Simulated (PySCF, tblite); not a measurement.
# C₃H₈O₂Si: geometry, infrared bands and NMR shifts

Wanted: the infrared bands and NMR shifts of C₃H₈O₂Si (`CC(=O)C[SiH2]O`), by calculation.

Programs: tblite 0.8.0 and PySCF 2.14.0, with density-fitted response routines of our own. Each step states its level of theory. These are calculated values for one molecule in the gas phase, unless marked as measured. Atoms count from 0, in the outputs and in this text.

## 1. The starting structure

14 atoms, charge 0, multiplicity 1; geometry from: force field or distance geometry start.

Bonds of the start (Å): C0–C1 1.52, C1–O2 1.22, C1–C3 1.51, C3–Si4 1.85, Si4–O5 1.66, C0–H6 1.09, C0–H7 1.10, C0–H8 1.09, C3–H9 1.11, C3–H10 1.10, Si4–H11 1.48, Si4–H12 1.48, O5–H13 0.98.

## 2. Optimising the geometry with GFN2-xTB

What the job is given:

```
{"job": {"kind": "relax", "xc": "GFN2-xTB", "basis": "xTB"}, "charge": 0, "multiplicity": 1}
C      2.113400     0.784200     0.278400
C      0.608700     0.684800     0.076000
O     -0.064400     1.684100    -0.081400
C      0.024500    -0.703400     0.157600
Si    -1.707600    -0.891500    -0.466300
O     -2.758500     0.226800     0.167000
H      2.618300     0.210400    -0.495900
H      2.419900     1.837500     0.200400
H      2.377300     0.412700     1.272700
H      0.059800    -1.017500     1.222000
H      0.673700    -1.387500    -0.401600
H     -2.213400    -2.251600    -0.160100
H     -1.720500    -0.736400    -1.937200
H     -2.431900     1.147000     0.116200
```

Started as:

```
$ OMP_NUM_THREADS=1 python probes_run.py task.json out
```

The driver reads the jobs from task.json and runs them one after another.

Standard output:

```text
step      E/eV     max force
  0    -555.07332    2.243
  1    -555.16201    0.689
  2    -555.17490    0.720
  3    -555.18516    0.317
  4    -555.19443    0.329
  5    -555.20437    0.394
  6    -555.21260    0.295
  7    -555.21855    0.213
  8    -555.22274    0.141
  9    -555.22598    0.186
 10    -555.22864    0.152
 11    -555.23080    0.141
 12    -555.23227    0.123
 13    -555.23310    0.072
 14    -555.23361    0.058
 15    -555.23414    0.077
 16    -555.23490    0.114
 17    -555.23580    0.117
 18    -555.23662    0.085
 19    -555.23728    0.075
 20    -555.23796    0.109
 21    -555.23883    0.141
 22    -555.23986    0.134
 23    -555.24079    0.088
 24    -555.24149    0.088
 25    -555.24208    0.078
 26    -555.24263    0.096
 27    -555.24316    0.090
 28    -555.24365    0.078
 29    -555.24414    0.077
 30    -555.24459    0.064
 31    -555.24497    0.057
 32    -555.24531    0.059
 33    -555.24570    0.080
 34    -555.24621    0.088
 35    -555.24686    0.094
 36    -555.24760    0.091
 37    -555.24842    0.095
 38    -555.24943    0.129
 39    -555.25064    0.165
 40    -555.25204    0.163
 41    -555.25373    0.135
 42    -555.25616    0.204
 43    -555.26001    0.371
 44    -555.26563    0.523
 45    -555.27207    0.576
 46    -555.27118    0.383
 47    -555.28058    0.534
 48    -555.28500    0.241
 49    -555.28912    0.160
 50    -555.29403    0.230
 51    -555.30017    0.340
 52    -555.31248    0.361
 53    -555.31379    0.392
 54    -555.32126    0.161
 55    -555.32479    0.152
 56    -555.32950    0.135
 57    -555.33172    0.132
 58    -555.33395    0.135
 59    -555.33609    0.105
 60    -555.33875    0.105
 61    -555.34119    0.128
 62    -555.34322    0.123
 63    -555.34508    0.156
 64    -555.34741    0.141
 65    -555.35018    0.153
 66    -555.35171    0.156
 67    -555.35380    0.129
 68    -555.35541    0.112
 69    -555.35690    0.125
 70    -555.35831    0.090
 71    -555.35943    0.067
 72    -555.36010    0.041
 73    -555.36034    0.045
 74    -555.36051    0.030
 75    -555.36068    0.031
 76    -555.36082    0.023
 77    -555.36091    0.016
 78    -555.36096    0.016
 79    -555.36101    0.015
 80    -555.36104    0.016
 81    -555.36107    0.016
 82    -555.36110    0.012
 83    -555.36111    0.011
 84    -555.36112    0.008
```

Wall time 0.73 s (1 thread of Arm Neoverse N1, shared host); peak memory 0.18 GiB.

Relaxation path: (not every step is listed)

```tsv
step	energy from step 0 (eV)	largest force (eV/Å)
0	0.0000	2.2434
1	-0.0887	0.6895
2	-0.1016	0.7203
3	-0.1118	0.3169
4	-0.1211	0.3290
5	-0.1311	0.3941
6	-0.1393	0.2945
7	-0.1452	0.2127
8	-0.1494	0.1414
15	-0.1608	0.0773
22	-0.1665	0.1343
29	-0.1708	0.0766
36	-0.1743	0.0908
43	-0.1867	0.3707
50	-0.2207	0.2297
57	-0.2584	0.1319
64	-0.2741	0.1410
71	-0.2861	0.0675
78	-0.2876	0.0164
79	-0.2877	0.0147
80	-0.2877	0.0164
81	-0.2878	0.0164
82	-0.2878	0.0123
83	-0.2878	0.0107
84	-0.2878	0.0076
```

Close pairs (by a distance rule), those that changed most:

```tsv
bond	before (Å)	after (Å)	change (Å)
C3–Si4	1.851	1.931	+0.080
Si4–O5	1.660	1.612	-0.048
C1–C3	1.508	1.480	-0.028
Si4–H11	1.483	1.456	-0.027
C3–H9	1.110	1.088	-0.022
Si4–H12	1.479	1.464	-0.015
C0–C1	1.522	1.507	-0.015
O5–H13	0.978	0.964	-0.013
```

The end geometry stands in the next job.

## 3. Infrared spectrum with GFN2-xTB

What the job is given:

```
{"job": {"kind": "ir", "xc": "GFN2-xTB", "basis": "xTB"}, "charge": 0, "multiplicity": 1}
C      1.846913     0.797587    -0.067404
C      0.497503     0.590678     0.570315
O     -0.174575     1.521319     0.975449
C     -0.006240    -0.800977     0.589859
Si    -1.463987    -0.846666    -0.675604
O     -2.383713     0.446176    -0.389080
H      1.822378     0.412725    -1.085312
H      2.104248     1.853668    -0.080747
H      2.605548     0.246411     0.484688
H     -0.438635    -1.021000     1.563953
H      0.767510    -1.526993     0.366116
H     -2.269230    -2.035800    -0.433771
H     -0.895314    -0.790204    -2.023363
H     -2.013085     1.152603     0.152867
```

Standard output:

```text
mode    cm-1     km/mol
  1      62.6      2.39
  2      90.5      3.68
  3     117.8      0.87
  4     156.6      4.09
  5     243.1     18.80
  6     375.0      3.29
  7     436.6    106.66
  8     502.6    100.07
  9     514.6      6.81
 10     560.0      7.10
 11     606.6      5.85
 12     686.0     17.07
 13     710.5    144.99
 14     787.0    175.81
 15     809.0     55.27
 16     877.6    435.22
 17     896.6     66.70
 18     937.6    156.01
 19     965.0     47.45
 20     986.1     21.37
 21    1102.4     31.46
 22    1143.9     83.38
 23    1225.7    254.84
 24    1367.3     34.00
 25    1450.0      9.36
 26    1458.1      3.29
 27    1464.3      9.49
 28    1708.6    330.66
 29    2256.2    339.29
 30    2324.8    252.50
 31    3007.8     18.07
 32    3019.9     12.75
 33    3027.1      4.70
 34    3048.6     14.15
 35    3052.4     25.61
 36    3450.9     80.06
```

It took 0.58 s on 1 thread of Arm Neoverse N1, shared host; peak memory 0.18 GiB.

Which atoms move in the most intense modes:

```tsv
cm⁻¹	km/mol	atoms
710	145.0	C3 24 %, Si4 17 %, H12 17 %, H11 15 %
787	175.8	H12 43 %, H11 29 %
878	435.2	H13 63 %
938	156.0	O5 52 %, Si4 35 %
1226	254.8	C1 58 %, C3 11 %
1709	330.7	C1 62 %, O2 35 %
2256	339.3	H12 94 %
2325	252.5	H11 95 %
```

## 4. Nuclear shieldings: PBE0/pcSseg-1

Same as in step 3 but for these lines:

```diff
@@ -1,2 +1,2 @@
-{"job": {"kind": "ir", "xc": "GFN2-xTB", "basis": "xTB"}, "charge": 0, "multiplicity": 1}
+{"job": {"kind": "nmr", "xc": "PBE0", "basis": "pcSseg-1"}, "charge": 0, "multiplicity": 1}
 C      1.846913     0.797587    -0.067404
```

Level: GIAO PBE0/pcSseg-1 NMR shielding, non-relativistic, gas phase.

Standard output:

```text
coarse grid: 12016 points
cycle   1  E = -558.4030250340  dE =  7.460e-01  |g| = 1.022e+00  |ddm| = 3.260e+00
cycle   2  E = -557.9310532555  dE =  4.720e-01  |g| = 1.870e+00  |ddm| = 2.678e+00
cycle   3  E = -558.5868011566  dE = -6.557e-01  |g| = 2.457e-01  |ddm| = 2.095e+00
cycle   4  E = -558.5986615711  dE = -1.186e-02  |g| = 8.870e-02  |ddm| = 2.421e-01
cycle   5  E = -558.5999447864  dE = -1.283e-03  |g| = 2.910e-02  |ddm| = 8.046e-02
cycle   6  E = -558.6001099510  dE = -1.652e-04  |g| = 5.136e-03  |ddm| = 2.438e-02
cycle   7  E = -558.6001153600  dE = -5.409e-06  |g| = 1.090e-03  |ddm| = 5.484e-03
final grid: 110944 points
cycle   8  E = -558.6547837499  dE = -1.040e-05  |g| = 1.348e-02  |ddm| = 2.111e-02
cycle   9  E = -558.6546936849  dE =  9.007e-05  |g| = 2.564e-02  |ddm| = 2.766e-02
cycle  10  E = -558.6548175737  dE = -1.239e-04  |g| = 2.122e-03  |ddm| = 1.962e-02
cycle  11  E = -558.6548184198  dE = -8.461e-07  |g| = 3.185e-04  |ddm| = 1.704e-03
cycle  12  E = -558.6548184353  dE = -1.549e-08  |g| = 1.338e-04  |ddm| = 3.536e-04
cycle  13  E = -558.6548184389  dE = -3.585e-09  |g| = 2.162e-05  |ddm| = 1.171e-04
cycle  14  E = -558.6548184390  dE = -1.121e-10  |g| = 4.025e-06  |ddm| = 2.755e-05
converged SCF energy = -558.6548184390

GIAO shielding tensors (ppm)
atom      isotropic    diamagn.    paramagn.     s11        s22        s33       span
  0 C      151.884     252.979    -101.095    129.395    134.612    191.645     62.250
  1 C      -29.642     252.100    -281.742   -104.072    -88.550    103.696    207.767
  2 O     -308.523     403.293    -711.816   -872.300   -378.280    325.012   1197.312
  3 C      150.316     259.328    -109.011    124.890    146.020    180.039     55.150
  4 Si     380.061     879.335    -499.274    342.667    361.573    435.942     93.275
  5 O      321.815     390.286     -68.470    267.996    334.720    362.731     94.735
  6 H       29.252      31.461      -2.209     26.530     29.420     31.807      5.277
  7 H       29.672      29.813      -0.141     26.326     27.738     34.951      8.624
  8 H       29.272      29.782      -0.510     26.165     28.791     32.859      6.694
  9 H       29.473      32.244      -2.771     26.294     27.193     34.931      8.638
 10 H       29.405      33.579      -4.174     26.063     30.028     32.125      6.061
 11 H       26.691      28.660      -1.970     23.191     24.904     31.977      8.786
 12 H       26.738      29.763      -3.025     23.320     25.202     31.691      8.371
 13 H       28.489      32.985      -4.497     17.139     25.662     42.665     25.526
```

Run time: 30 s. Hardware: 1 thread of Arm Neoverse N1, shared host; peak memory 0.71 GiB.

The references, computed at this level on geometries of the same kind, shield at (ppm): 1H TMS 31.72, 13C TMS 186.9, 29Si TMS 349.2, 17O H2O 336.1. Their shielding less the atom's gives the shift. The references are single molecules in the gas phase, so shifts against H2O, NH3, PH3, H3PO4 or CFCl3 are not on the usual liquid scales and can be off by tens of ppm. Atoms listed in one row are averaged.

```tsv
atoms	environment	σ (ppm)	δ (ppm)	δ scaled to CDCl3
C1	ketone carbonyl carbon	-29.6	216.6	209.5
C3	sp3 CH2 bonded to Si, α to a carbonyl	150.3	36.6	33.8
C0	methyl carbon α to a carbonyl	151.9	35.0	32.3
H11, H12	hydrogen on a silicon bonded to C, O	26.71	5.00	–
H13	hydrogen on an oxygen bonded to Si	28.49	3.23	–
H6, H7, H8	hydrogen on a methyl carbon α to a carbonyl	29.40	2.32	2.29
H9, H10	hydrogen on an sp3 CH2 bonded to Si, α to a carbonyl	29.44	2.28	2.25
O2	ketone oxygen	-308.5	644.6	–
O5	oxygen bonded to Si, H	321.8	14.3	–
Si4	silicon bonded to C, O, 2 H	380.1	-30.9	–
```

The scaled column applies a straight-line fit of computed shieldings to shifts measured in CDCl3 (root-mean-square error 0.16 ppm for H, 1.9 ppm for C).

The run also stored atomic charges by several schemes (e):

```tsv
atoms	Mulliken	IAO	Hirshfeld	ESP fit
C0	-0.25	-0.47	-0.12	-0.64
C1	0.12	0.40	0.17	0.83
O2	-0.41	-0.45	-0.23	-0.57
C3	-0.54	-0.62	-0.17	-0.87
Si4	0.89	1.05	0.42	0.84
O5	-0.56	-0.80	-0.31	-0.71
```

Mayer bond orders: C0–C1 1.01, C1–O2 1.92, C1–C3 1.01, C3–Si4 0.81, Si4–O5 1.08.

## 5. Outcome

| quantity | value |
| --- | --- |
| strongest single infrared mode (GFN2-xTB) | 878 cm⁻¹, 435 km/mol |
| zero-point energy (GFN2-xTB) | 64.9 kcal/mol |
| 13C shifts against TMS (PBE0/pcSseg-1) | 216.6, 36.6, 35.0 ppm |
| 1H shifts against TMS (PBE0/pcSseg-1, means over atoms taken as alike) | 5.00, 3.23, 2.32, 2.28 ppm |
| 17O shifts against H2O (PBE0/pcSseg-1) | 644.6, 14.3 ppm |
| 29Si shifts against TMS (PBE0/pcSseg-1) | -30.9 ppm |

**Reading.** Relaxing lowered the energy by 0.288 eV in 84 steps; the close pair that moved most is C3–Si4, from 1.851 to 1.931 Å. No mode is imaginary among the 36: a minimum at this level. The strongest single mode, at 878 cm⁻¹, moves mainly H13. Unscaled tight-binding wavenumbers are off by several per cent, some by more. Its intensities can rank the bands wrongly. C1 (ketone carbonyl carbon) lies farthest downfield among carbon, at 216.6 ppm; the double bond to the heteroatom, with no lone-pair donor beside it, deshields it most. At PBE0/pcSseg-1: Shielding is most anisotropic at O2 (span 1197 ppm, paramagnetic term -712 ppm).
